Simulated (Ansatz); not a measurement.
# AlRu: how well frozen cores do

Does the method matter for AlRu? The same cell, functional and mesh are run with all-electron LAPW, frozen-core PAW and all-electron PAW on datasets made for the crystal.

Program: Ansatz 0.2.0. Level of theory: DFT PBEsol, scalar-relativistic. These are calculated values, not measurements.

**1. Starting point**

The structure is cubic, space group Pm-3m (No. 221). The conventional cell has a = 2.992 Å, b = 2.992 Å, c = 2.992 Å, α = 90.00°, β = 90.00°, γ = 90.00°. Al (site symmetry m-3m) has 8 Ru at 2.59 Å as nearest neighbours. Ru (site symmetry m-3m) has 8 Al at 2.59 Å as nearest neighbours.

Structure file:

```
Al Ru
1.0
     2.99160    0.00000    0.00000
     0.00000    2.99160    0.00000
     0.00000    0.00000    2.99160
Al Ru
1 1
Direct
  0.00000 0.00000 0.00000
  0.50000 0.50000 0.50000
```

The cell is a deposited one (Crystallography Open Database entry 1527371); the temperature and pressure of the measurement aren't taken into account, and nothing was relaxed.

Atoms are numbered in the order of the input: Al1, Ru2.

**2. All-electron LAPW**

File input.yaml:

```yaml
crystal:
  lattice:
    - [2.9916, 0.0, 0.0]
    - [0.0, 2.9916, 0.0]
    - [0.0, 0.0, 2.9916]
  atoms:
    - { symbol: Al, position: [0.0, 0.0, 0.0] }
    - { symbol: Ru, position: [0.5, 0.5, 0.5] }
kpoints:
  mp_grid: { grid: [12, 12, 12] }
  band_path:
    path:
      - [0.0, 0.0, 0.0]
      - [0.0, 0.5, 0.0]
      - [0.5, 0.5, 0.0]
      - [0.0, 0.0, 0.0]
      - [0.5, 0.5, 0.5]
      - [0.0, 0.5, 0.0]
      - [0.5, 0.5, 0.5]
      - [0.5, 0.5, 0.0]
    npoints: 14
scf:
  occupations: { method: fermi_dirac, width: 0.05 }
hamiltonian:
  xc: pbesol
  pseudopotentials: { kind: all_electron, lapw: { basis_error: 0.001 } }
output:
  forces: true
  stress: true
  eigenvalues: true
  populations: true
  dos: { projected: true, de: 0.2, e_range: [-14, 8] }
```

Launch:

```
$ ansatz run input.yaml --threads 1 --pin off --max-ram 3072MiB --backend cpu --events-out ev --progress --plain --runs-dir out
```

Standard output, shortened:

```text
Al: projections on atomic orbitals take those of the free atom 1s2 2s2 2p6 3s2 3p1, of charge +0.00 (hamiltonian.pseudopotentials.projection_atoms)
Ru: projections on atomic orbitals take those of the free atom 1s2 2s2 2p6 3s2 3p6 3d10 4s2 4p6 4d7 5s1, of charge +0.00 (hamiltonian.pseudopotentials.projection_atoms)
LAPW: plane waves up to 7.951 Å⁻¹, error target 1.0e-3 eV per atom; small_component_spin mean_spin; Al in spheres of 1.169 Å, 11 of its electrons in bands, Dirac shells []; Ru in spheres of 1.422 Å, 26 of its electrons in bands, Dirac shells []
[...]
Pseudopotentials: kind: all_electron
Pseudopotential: Al, LAPW, valence charge 11, Koelling and Harmon's equation, gaussian nucleus
Pseudopotential: Ru, LAPW, valence charge 26, Koelling and Harmon's equation, gaussian nucleus
Functional definition: PBEsol
[...]
Crystal: 2 atoms, lattice volume = 26.774 Å³
Basis set: ecut = 240.85798736778602 eV, 251 PW (Γ), exchange–correlation at level 2
Bands: 23, of which v1, the nominal top of the filled ones, is band 19 counted from 1 (18 counted from 0)
Symmetry: 48 space group operations
Space group: Pm-3m (ITA 221), of the structure as read, at distance tolerance 3.0e-5 Å
k-points: 84 of 1728
[...]
SCF iter   1: F=—  HF=-129829.543526 eV  |F-HF|=—  |Δ(HF+E_count)|=         —  Δρ=3.61e-2  dr2=2.85e-1  ethr=7.66e-4  ⟨swp⟩=2.5  Hψ=12798  notcnv=0
[...]
the basis was enlarged: its passes take 679.2 KiB over the memory plan, 1 of 1 planned eigensolver slots
[...]
SCF iter   6: F=-129828.859098 eV  HF=-129828.859098 eV  |F-HF|=2.06e-8  |Δ(HF+E_count)|=   1.20e-6  Δρ=1.62e-5  dr2=2.99e-8  ethr=8.52e-9  ⟨swp⟩=2.3  Hψ=5464  notcnv=0
[...]
NSCF: frozen V_eff on 99 k-points
SCF converged after 6 iterations
Free energy (F): -129828.859098 eV
[...]
E sigma→0 (E₀):  -129828.853145 eV
Entropy (-TS):   -0.011906 eV (-5.953 meV/atom)
Fermi energy:    18.276110 eV
[...]
--- Forces (eV/Å), atoms counted from 1 ---
  atom   1  Al    -0.00000000    -0.00000000    -0.00000000
  atom   2  Ru     0.00000000     0.00000000     0.00000000
[...]
--- Stress (GPa, compression-positive) ---
       -3.423371      -0.000000       0.000000
       -0.000000      -3.423371       0.000000
        0.000000       0.000000      -3.423371
  P = ⅓ Tr σ = -3.4234 GPa (-34.234 kbar)
--- Band table (eV; the first three rows and the last of 84) ---
  k-point 0: bands = ["-250.2785", "-250.2785", "-250.2407", "-250.2407", "-250.2407", "-83.3885", "-53.4364", "-45.0652", "-45.0652", "-45.0652", "-23.4072", "-23.4072", "-23.4072", "8.6040", "14.6922", "14.6922", "18.4702", "18.4702", "18.4702", "24.3392", "24.3392", "24.3392", "29.2830"]
[...]
--- Löwdin populations: 2 sites ---
  site symbol       q [e]
     0     Al     12.9338
     1     Ru     43.9710
  spilling = 0.001670 (of n_electrons = 57.000000)
```

It took 19 s on 1 thread of Arm Neoverse V2, shared host; peak memory 0.37 GiB.

In short: pressure -3.42 GPa; no gap.

Levels at the path's labelled points, in eV from the Fermi level:

| point | band 15 | band 16 | band 17 | band 18 | band 19 | band 20 | band 21 |
| --- | --- | --- | --- | --- | --- | --- | --- |
| Γ | -3.58 | -3.58 | 0.19 | 0.19 | 0.19 | 6.06 | 6.06 |
| X | -5.48 | -2.79 | -1.60 | -1.60 | 0.45 | 2.29 | 7.45 |
| M | -3.08 | -1.37 | -1.37 | -1.16 | -1.16 | 1.54 | 5.29 |
| Γ | -3.58 | -3.58 | 0.19 | 0.19 | 0.19 | 6.06 | 6.06 |
| R | -4.63 | -4.63 | 1.63 | 1.63 | 2.59 | 4.11 | 4.11 |
| X | -5.48 | -2.79 | -1.60 | -1.60 | 0.45 | 2.29 | 7.45 |
| R | -4.63 | -4.63 | 1.63 | 1.63 | 2.59 | 4.11 | 4.11 |
| M | -3.08 | -1.37 | -1.37 | -1.16 | -1.16 | 1.54 | 5.29 |

States per cell, counted by energy window (eV from the Fermi level, on a grid of 0.20 eV):

| from | to | total | Ru 4d | Al 3p | Al 3s |
| --- | --- | --- | --- | --- | --- |
| -10 | -9 | 0.04 | 0.00 | 0.00 | 0.01 |
| -9 | -8 | 0.17 | 0.00 | 0.04 | 0.06 |
| -8 | -7 | 0.28 | 0.02 | 0.08 | 0.10 |
| -7 | -6 | 0.50 | 0.09 | 0.15 | 0.18 |
| -6 | -5 | 0.98 | 0.44 | 0.17 | 0.32 |
| -5 | -4 | 0.53 | 0.26 | 0.18 | 0.06 |
| -4 | -3 | 2.04 | 1.36 | 0.51 | 0.06 |
| -3 | -2 | 1.39 | 1.08 | 0.28 | 0.00 |
| -2 | -1 | 2.10 | 1.75 | 0.27 | 0.02 |
| -1 | 0 | 2.84 | 2.46 | 0.25 | 0.02 |
| 0 | 1 | 0.86 | 0.69 | 0.12 | 0.01 |
| 1 | 2 | 0.26 | 0.16 | 0.06 | 0.00 |
| 2 | 3 | 1.09 | 0.66 | 0.30 | 0.05 |
| 3 | 4 | 0.65 | 0.23 | 0.27 | 0.07 |
| 4 | 5 | 0.38 | 0.07 | 0.17 | 0.10 |

**3. Frozen-core PAW**

input.yaml, as its differences from that of step 2:

```diff
@@ -25,3 +25,3 @@
   xc: pbesol
-  pseudopotentials: { kind: all_electron, lapw: { basis_error: 0.001 } }
+  pseudopotentials: { kind: paw }
 output:
@@ -30,3 +30,9 @@
   eigenvalues: true
+  efg: { contact_densities: true }
   populations: true
+  bader: true
   dos: { projected: true, de: 0.2, e_range: [-14, 8] }
+  write_density: true
+  write_potential: true
+  elf: true
+  volumetric_format: npy
```

Launch:

```
$ ansatz run input.yaml --threads 1 --pin off --max-ram 3072MiB --backend cpu --events-out ev --progress --plain --runs-dir out
```

Standard output, shortened:

```text
Ru: output.efg is read without spin–orbit coupling, which moves field gradients at and beside such atoms by some per cent and up to a factor of two; PAW files take it under magnetization.noncollinear and magnetization.spin_orbit
[...]
Pseudopotentials: kind: paw
Pseudopotential: Al, paw, valence charge 3, recommended cutoff 420 eV (normal)
Pseudopotential: Ru, paw, valence charge 16, recommended cutoff 420 eV (normal)
[... 1 set-up line as earlier in the session ...]
[...]
Crystal: 2 atoms, lattice volume = 26.774 Å³
Basis set: ecut = 420 eV, 485 PW (Γ), exchange–correlation on 40×40×40 points (8 copies of the dense FFT grid, shifted against one another)
Bands: 14, of which v1, the nominal top of the filled ones, is band 10 counted from 1 (9 counted from 0)
[... 2 set-up lines as earlier in the session ...]
k-points: 84 of 1728
[...]
  P = ⅓ Tr σ = -3.3766 GPa (-33.766 kbar)
--- PAW observables at the nuclei: V_zz in 10²¹ V/m², potentials from the cell's mean, atoms counted from 1 ---
  atom   1  Al V_zz =    -0.000000   η = 0.0000   by run symmetry: forbidden
            electrostatic potential = -1239.512645 V   contact ρ = 10041.744534 e/Å³
  atom   2  Ru V_zz =    +0.000000   η = 0.0000   by run symmetry: forbidden
            electrostatic potential = -6799.105969 V   contact ρ = 718358.443984 e/Å³
--- Band table (eV; the first three rows and the last of 84) ---
  k-point 0: bands = ["-55.7365", "-25.7070", "-25.7070", "-25.7070", "6.3185", "12.3996", "12.3996", "16.1766", "16.1766", "16.1766", "22.0547", "22.0547", "22.0547", "26.9447"]
[...]
--- Löwdin populations: 2 sites ---
  site symbol       q [e]
     0     Al      2.8767
     1     Ru     16.0250
  spilling = 0.005177 (of n_electrons = 19.000000)
--- Bader charges: 2 sites ---
  site symbol  charge [e]  shift [e]
     0     Al      1.9212     0.0007
     1     Ru     -1.9212     0.0007
  estimated error of the sums over rays = 4.1e-4 e
```

Wall time 12 s (1 thread of Arm Neoverse V2, shared host); peak memory 0.34 GiB.

Read from it: pressure -3.38 GPa; no gap.

| atom | Bader charge (e) | basin volume (Å³) |
| --- | --- | --- |
| Al1 | +1.92 | 5.48 |
| Ru2 | -1.92 | 21.30 |

Density in a lattice plane of the grid's cell (edges 2.99 and 2.99 Å, at 0.000 of the third edge), which holds Al.

Ten even steps from '0' (0.06 e/Å³) to '9' (0.28 e/Å³):
```
000023567766666776532000
001134677776667777643110
112346777777777777764321
334567888877777888876543
556678888888888888887665
667788888888888888888776
777778888899999888887777
677777888999999988877777
666777889999999998877766
666677889999999998877666
666777889999999998877766
677777888999999988877777
777778888899999888887777
667788888888888888888776
556678888888888888887665
334567888877777888876543
112346777777777777764321
001134677776667777643110
000023567766666776532000
000013567766666776531000
```
Columns run along the first of these edges and rows up along the second, over one cell in 24 and 20 even steps from the bottom left corner. Atoms in the plane (fractional): Al at (0.00, 0.00).

ELF in the same plane.

Ten even steps from '0' (0.02) to '9' (0.49):
```
110002478888888887420001
000013689988888998631000
000135799988888999753100
112468999988888999986421
445789999888788899998754
677899999887778899999877
889999988877777888999998
888988887777777778888988
888888877777777777888888
888888777777777777788888
888888877777777777888888
888988887777777778888988
889999988877777888999998
677899999887778899999877
445789999888788899998754
112468999988888999986421
000135799988888999753100
000013689988888998631000
110002478888888887420001
211001468888888886410011
```
Columns run along the first of these edges and rows up along the second, over one cell in 24 and 20 even steps from the bottom left corner. Atoms in the plane (fractional): Al at (0.00, 0.00).

Both are smooth fields of the valence electrons: close to the nuclei they are not physical.

The highest ELF values outside the cores: 0.50 on the Al–Ru line, 1.0 Å from Al; 0.50 beside Al, off the lines to its neighbours, 1.1 Å from Al.

**4. All-electron PAW on datasets made for the crystal**

input.yaml, as its differences from that of step 3:

```diff
@@ -20,3 +20,3 @@
       - [0.5, 0.5, 0.0]
-    npoints: 14
+    npoints: 8
 scf:
@@ -25,3 +25,3 @@
   xc: pbesol
-  pseudopotentials: { kind: paw }
+  pseudopotentials: { kind: all_electron, datasets: crystal }
 output:
@@ -31,8 +31 @@
   efg: { contact_densities: true }
-  populations: true
-  bader: true
-  dos: { projected: true, de: 0.2, e_range: [-14, 8] }
-  write_density: true
-  write_potential: true
-  elf: true
-  volumetric_format: npy
```

Launch:

```
$ ansatz run input.yaml --threads 1 --pin off --max-ram 3072MiB --backend cpu --events-out ev --progress --plain --runs-dir out
```

Standard output, shortened:

```text
[...]
band count auto-derived: 11 (N_el = 11.0; filled up to band 6; 10 by the electrons, moments and atoms)
Ru: output.efg is read without spin–orbit coupling, which moves field gradients at and beside such atoms by some per cent and up to a factor of two; PAW files take it under magnetization.noncollinear and magnetization.spin_orbit
[...]
[... 1 set-up line as earlier in the session ...]
Pseudopotential: Al, paw, valence charge 11, recommended cutoff 280 eV (normal), Koelling and Harmon's equation, gaussian nucleus
Pseudopotential: Ru, paw, valence charge 16, recommended cutoff 280 eV (normal), Koelling and Harmon's equation, gaussian nucleus
[... 1 set-up line as earlier in the session ...]
[...]
Crystal: 2 atoms, lattice volume = 26.774 Å³
Basis set: ecut = 280 eV, 257 PW (Γ), exchange–correlation on 36×36×36 points (8 copies of the dense FFT grid, shifted against one another)
[...]
--- Forces (eV/Å), atoms counted from 1 ---
  atom   1  Al     0.00000000    -0.00000000    -0.00000000
  atom   2  Ru     0.00000000    -0.00000000     0.00000000
[...]
--- Stress (GPa, compression-positive) ---
       -3.423927       0.000000       0.000000
       -0.000000      -3.423927       0.000000
        0.000000      -0.000000      -3.423927
  P = ⅓ Tr σ = -3.4239 GPa (-34.239 kbar)
  It holds what live shells' own plane waves past their cutoff add
--- PAW observables at the nuclei: V_zz in 10²¹ V/m², potentials from the cell's mean, atoms counted from 1 ---
  atom   1  Al V_zz =    +0.000000   η = 0.0000   by run symmetry: forbidden
            electrostatic potential = -1237.985019 V   contact ρ = 10047.808359 e/Å³
  atom   2  Ru V_zz =    +0.000000   η = 0.0000   by run symmetry: forbidden
            electrostatic potential = -6797.388218 V   contact ρ = 718386.973114 e/Å³
--- Band table (eV; the first three rows and the last of 84) ---
  k-point 0: bands = ["8.6040", "14.6922", "14.6922", "18.4703", "18.4703", "18.4703", "24.3392", "24.3392", "24.3392"]
[...]
```

Wall time 12 s (1 thread of Arm Neoverse V2, shared host); peak memory 0.42 GiB.

Read from it: pressure -3.42 GPa; no gap.

| atom | contact density (e/Å³) |
| --- | --- |
| Al1 | 10047.81 |
| Ru2 | 718387 |

**5. The methods compared**

| method | pressure (GPa) | SCF cycles, all passes |
| --- | --- | --- |
| LAPW | -3.42 | 6 |
| PAW | -3.38 | 6 |
| crystal datasets | -3.42 | 9 |

**6. Results**

| quantity | value |
| --- | --- |
| pressure | LAPW -3.42, PAW -3.38, crystal datasets -3.42 GPa |
| gap (LAPW) | none |
| Bader charges (PAW) | Al1 +1.92, Ru2 -1.92 e |
| highest ELF (PAW) | 0.50, 1.04 Å from Al |

The pressure of -3.4 GPa pushes the cell to shrink, with the atoms held in place. With 37 electrons in the bands of a cell, and no spin, a band must be partly filled: it is a metal at this level. Within 0.3 eV of the Fermi level the largest projected share is Ru 4d (87 %). The projection holds only the free atom's occupied shells (Al 3s, Al 3p, Ru 5s, Ru 4d in this range). PAW lies +0.05 GPa from LAPW in pressure. LAPW took about 1.7 times as long as PAW (19 s against 12 s, on a shared host and with the outputs that each input asks for).
